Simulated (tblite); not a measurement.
# C3H8O3Si: the cost of one run

Computed with tblite 0.8.0 and PySCF 2.14.0, with density-fitted response routines of our own, on a single molecule, in the gas phase or a continuum. Atoms count from 0, in the outputs and in this text.

### 1 The molecule as given

15 atoms, charge 0, multiplicity 1; geometry from: force field or distance geometry start.

Bonds of the start (Å): O0–Si1 1.73, Si1–O2 1.68, O2–C3 1.38, C3–C4 1.48, C4–C5 1.51, C5–O6 1.39, O6–Si1 1.69, O0–H7 1.00, Si1–H8 1.50, C3–H9 1.12, C3–H10 1.13, C4–H11 1.12, C4–H12 1.10, C5–H13 1.11, C5–H14 1.12.

### 2 Geometry optimisation with GFN2-xTB

What the job is given:

```
{"job": {"kind": "relax", "xc": "GFN2-xTB", "basis": "xTB"}, "charge": 0, "multiplicity": 1}
O      2.426600    -0.739400    -1.268100
Si     1.489200    -0.363200     0.133800
O      0.315500    -1.548100     0.343500
C     -0.995800    -1.104000     0.308400
C     -1.233000     0.195700    -0.363200
C     -0.449300     1.336500     0.246000
O      0.920900     1.231500     0.050800
H      2.922500     0.103700    -1.470900
H      2.455700    -0.414500     1.274800
H     -1.589000    -1.911800    -0.196200
H     -1.399600    -1.046200     1.358100
H     -2.312500     0.453000    -0.200800
H     -1.120600     0.162800    -1.461900
H     -0.793400     2.327200    -0.127700
H     -0.641800     1.324900     1.351300
```

Run with:

```sh
$ OMP_NUM_THREADS=1 python probes_run.py task.json out
```

The driver reads the jobs from task.json and runs them one after another.

**Question.** How long does this first job take on 1 thread of Arm Neoverse N1, shared host, and how much memory does it need?

About 1.1 s, with a peak of 0.18 GiB.
